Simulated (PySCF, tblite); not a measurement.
# C₁₂H₁₁BO: NMR shifts, part 2 of 2

tblite 0.8.0 and PySCF 2.14.0. Atoms count from 0. Earlier steps stand in the parts before.

## (5) NMR shifts: GIAO KT3/pcSseg-2

Job settings and geometry (Å):

```
{"job": {"kind": "nmr", "xc": "KT3", "basis": "pcSseg-2", "pop": false}, "charge": 0, "multiplicity": 1}
O     -0.347955     2.337838    -0.323274
B     -0.337649     0.980679    -0.212243
C     -1.704031     0.202183    -0.140317
C     -2.803468     0.622466    -0.909287
C     -4.032052    -0.030822    -0.842393
C     -4.192038    -1.118190     0.016088
C     -3.119682    -1.548787     0.796975
C     -1.889241    -0.900074     0.710805
C      1.067402     0.292156    -0.162115
C      1.240028    -1.078798    -0.416964
C      2.503124    -1.666706    -0.381938
C      3.622382    -0.890813    -0.082973
C      3.476447     0.474184     0.170190
C      2.212841     1.055782     0.124475
H     -1.238856     2.701330    -0.280657
H     -2.693476     1.469886    -1.594761
H     -4.867241     0.306824    -1.461064
H     -5.154920    -1.631531     0.075944
H     -3.243518    -2.396747     1.475146
H     -1.056019    -1.246513     1.328087
H      0.370192    -1.694265    -0.661548
H      2.616484    -2.733562    -0.590012
H      4.613614    -1.350430    -0.050395
H      4.353571     1.084042     0.400980
H      2.098049     2.126104     0.313811
```

Method: GIAO KT3/pcSseg-2 NMR shielding, non-relativistic, gas phase.

What it wrote:

```text
start: PBE on a coarse grid of 21028 points
cycle   1  E = -563.2957969542  dE =  1.840e+00  |g| = 9.911e-01  |ddm| = 3.900e+00
cycle   2  E = -562.7607328112  dE =  5.351e-01  |g| = 1.852e+00  |ddm| = 5.278e+00
cycle   3  E = -563.4939221724  dE = -7.332e-01  |g| = 3.579e-01  |ddm| = 4.634e+00
cycle   4  E = -563.5204491869  dE = -2.653e-02  |g| = 1.037e-01  |ddm| = 4.275e-01
cycle   5  E = -563.5222007302  dE = -1.752e-03  |g| = 5.891e-02  |ddm| = 1.365e-01
cycle   6  E = -563.5229640686  dE = -7.633e-04  |g| = 2.877e-02  |ddm| = 7.702e-02
cycle   7  E = -563.5232070298  dE = -2.430e-04  |g| = 4.946e-03  |ddm| = 2.663e-02
final grid: 196738 points
cycle   8  E = -573.4247229854  dE = -4.964e-02  |g| = 1.304e-01  |ddm| = 6.474e+00
cycle   9  E = -573.4123794729  dE =  1.234e-02  |g| = 2.841e-01  |ddm| = 4.728e-01
cycle  10  E = -573.4276646785  dE = -1.529e-02  |g| = 1.747e-02  |ddm| = 3.343e-01
cycle  11  E = -573.4276489593  dE =  1.572e-05  |g| = 1.834e-02  |ddm| = 3.641e-02
cycle  12  E = -573.4277494700  dE = -1.005e-04  |g| = 3.347e-03  |ddm| = 1.876e-02
cycle  13  E = -573.4277512253  dE = -1.755e-06  |g| = 1.132e-03  |ddm| = 4.189e-03
cycle  14  E = -573.4277524957  dE = -1.270e-06  |g| = 4.916e-04  |ddm| = 1.625e-03
cycle  15  E = -573.4277528900  dE = -3.943e-07  |g| = 1.566e-04  |ddm| = 8.616e-04
cycle  16  E = -573.4277521916  dE =  6.984e-07  |g| = 4.597e-05  |ddm| = 8.480e-04
converged SCF energy = -573.4277521916

GIAO shielding tensors (ppm)
atom      isotropic    diamagn.    paramagn.     s11        s22        s33       span
  0 O      161.753     388.343    -226.590     34.820    169.121    281.319    246.499
  1 B       59.307     201.511    -142.204     36.060     48.247     93.614     57.554
  2 C       43.980     264.422    -220.441    -38.791    -11.415    182.147    220.938
  3 C       52.767     264.569    -211.802    -56.569     47.562    167.308    223.877
  4 C       54.712     254.164    -199.452    -51.508     47.435    168.209    219.716
  5 C       52.815     255.134    -202.319    -52.527     42.733    168.239    220.767
  6 C       55.739     257.513    -201.774    -48.882     47.635    168.464    217.346
  7 C       47.024     266.444    -219.420    -58.535     34.420    165.188    223.724
  8 C       48.693     261.672    -212.979    -37.026     -3.017    186.122    223.148
  9 C       44.191     266.733    -222.543    -62.387     30.375    164.584    226.971
 10 C       56.104     257.577    -201.473    -49.033     49.982    167.363    216.395
 11 C       51.694     255.912    -204.217    -53.659     41.229    167.514    221.173
 12 C       55.515     256.109    -200.594    -49.574     48.476    167.643    217.217
 13 C       47.986     261.413    -213.427    -61.057     34.536    170.480    231.537
 14 H       26.199      35.673      -9.474     19.714     26.486     32.398     12.684
 15 H       23.696      35.396     -11.701     20.165     22.168     28.754      8.590
 16 H       23.888      24.208      -0.320     20.684     23.928     27.050      6.367
 17 H       23.878      21.677       2.202     20.820     24.066     26.749      5.928
 18 H       23.955      29.469      -5.514     20.736     23.883     27.246      6.510
 19 H       23.620      41.476     -17.856     19.471     21.974     29.416      9.945
 20 H       23.591      41.108     -17.517     18.880     21.705     30.188     11.308
 21 H       24.006      30.077      -6.071     20.665     23.837     27.515      6.850
 22 H       23.886      23.721       0.165     20.829     24.012     26.816      5.987
 23 H       23.911      25.761      -1.850     20.681     24.018     27.034      6.353
 24 H       23.026      34.179     -11.153     18.925     21.593     28.561      9.636
```

Wall time 27 s (2 threads of Arm Neoverse V2, shared host); peak memory 1.2 GiB.

## (6) NMR shifts: GIAO PBE0/pcSseg-1 in chloroform

The job, as its differences from that of step 5:

```diff
@@ -1,2 +1,2 @@
-{"job": {"kind": "nmr", "xc": "KT3", "basis": "pcSseg-2", "pop": false}, "charge": 0, "multiplicity": 1}
+{"job": {"kind": "nmr", "xc": "PBE0", "basis": "pcSseg-1", "pop": false, "solvent": "chloroform"}, "charge": 0, "multiplicity": 1}
 O     -0.347955     2.337838    -0.323274
```

Method: GIAO PBE0/pcSseg-1 NMR shielding, non-relativistic, IEF-PCM chloroform.

What it wrote:

```text
start: PBE on a coarse grid of 21028 points
cycle   1  E = -562.9549489200  dE =  1.846e+00  |g| = 9.119e-01  |ddm| = 5.099e+00
cycle   2  E = -562.5939861443  dE =  3.610e-01  |g| = 1.609e+00  |ddm| = 2.385e+00
cycle   3  E = -563.1239237461  dE = -5.299e-01  |g| = 3.300e-01  |ddm| = 1.686e+00
cycle   4  E = -563.1472833084  dE = -2.336e-02  |g| = 5.716e-02  |ddm| = 3.218e-01
cycle   5  E = -563.1478890433  dE = -6.057e-04  |g| = 2.927e-02  |ddm| = 8.454e-02
cycle   6  E = -563.1480452070  dE = -1.562e-04  |g| = 1.571e-02  |ddm| = 3.833e-02
cycle   7  E = -563.1481116357  dE = -6.643e-05  |g| = 3.492e-03  |ddm| = 1.810e-02
final grid: 196738 points
cycle   8  E = -563.3167516258  dE = -7.740e-03  |g| = 4.880e-02  |ddm| = 5.071e-01
cycle   9  E = -563.3165423207  dE =  2.093e-04  |g| = 6.108e-02  |ddm| = 9.257e-02
cycle  10  E = -563.3173140838  dE = -7.718e-04  |g| = 9.931e-03  |ddm| = 5.116e-02
cycle  11  E = -563.3173307329  dE = -1.665e-05  |g| = 2.182e-03  |ddm| = 9.127e-03
cycle  12  E = -563.3173319448  dE = -1.212e-06  |g| = 6.736e-04  |ddm| = 2.324e-03
cycle  13  E = -563.3173327547  dE = -8.099e-07  |g| = 3.231e-04  |ddm| = 1.061e-03
cycle  14  E = -563.3173334083  dE = -6.536e-07  |g| = 6.985e-05  |ddm| = 3.797e-04
converged SCF energy = -563.3173334083

GIAO shielding tensors (ppm)
atom      isotropic    diamagn.    paramagn.     s11        s22        s33       span
  0 O      164.964     389.720    -224.756     27.516    169.157    298.219    270.703
  1 B       57.117     193.269    -136.152     30.292     45.150     95.909     65.617
  2 C       41.197     260.822    -219.625    -49.330    -15.455    188.377    237.707
  3 C       46.972     253.266    -206.294    -69.592     35.151    175.357    244.949
  4 C       49.952     253.567    -203.615    -63.223     36.374    176.707    239.930
  5 C       47.234     254.837    -207.603    -65.236     30.222    176.716    241.953
  6 C       50.918     253.558    -202.640    -60.883     36.885    176.752    237.635
  7 C       42.142     253.961    -211.819    -71.076     24.462    173.040    244.117
  8 C       44.711     257.199    -212.488    -48.033    -10.426    192.592    240.625
  9 C       38.985     254.809    -215.824    -75.245     20.171    172.030    247.274
 10 C       51.217     253.559    -202.341    -60.965     38.851    175.766    236.732
 11 C       46.087     254.776    -208.689    -66.356     28.617    176.001    242.357
 12 C       50.869     253.956    -203.087    -61.141     37.715    176.034    237.175
 13 C       43.167     251.528    -208.361    -73.412     25.396    177.516    250.928
 14 H       25.254      32.868      -7.614     18.058     25.507     32.196     14.138
 15 H       23.321      32.593      -9.272     19.282     22.213     28.468      9.186
 16 H       23.444      27.914      -4.470     19.953     23.898     26.482      6.529
 17 H       23.434      27.099      -3.665     20.128     24.048     26.127      5.999
 18 H       23.518      30.204      -6.686     20.003     23.808     26.743      6.740
 19 H       23.358      35.179     -11.821     19.013     21.802     29.259     10.246
 20 H       23.257      35.340     -12.083     18.262     21.460     30.050     11.789
 21 H       23.551      30.479      -6.927     19.891     23.759     27.004      7.112
 22 H       23.430      27.877      -4.447     20.110     24.007     26.172      6.061
 23 H       23.455      28.597      -5.142     19.910     23.994     26.461      6.552
 24 H       22.727      32.372      -9.644     18.222     21.557     28.403     10.181
```

It took 13 s on 2 threads of Arm Neoverse V2, shared host; peak memory 1 GiB.

## (7) Summary of results

The summary covers parts 1 to 2.

| quantity | value |
| --- | --- |
| point group | C1 |
| rotational constants (main isotopes) | 1.62, 0.38, 0.33 GHz |
| $^{13}$C shifts against TMS (PBE0/pcSseg-2, means over atoms taken as alike) | 147.3, 145.8, 141.2, 137.3 ppm |
| $^{1}$H shifts against TMS (PBE0/pcSseg-2, means over atoms taken as alike) | 8.19, 7.78, 7.72, 5.35 ppm |
| $^{17}$O shifts against H2O (PBE0/pcSseg-2) | 164.9 ppm |
| $^{11}$B shifts against BF3·OEt2 (PBE0/pcSseg-2) | 44.4 ppm |
| measured, and computed on the same scale | B1 δ 45.7, 44.4 ppm |

In words: The optimisation took 8 steps and gained 0.082 eV; among the close pairs (by a distance rule), O0–B1 changed most, from 1.343 to 1.362 Å (PBE0/def2-SVP). The one measured $^{11}$B shift is missed by -1.3 ppm (computed less measured, unscaled). Vibration, temperature and solvent are missing from the calculation, and it holds one conformer, so part of the miss against the measured shifts is not the functional's. NICS(1)zz of -29 ppm above the planar ring from C2 marks a diatropic (aromatic) ring current.
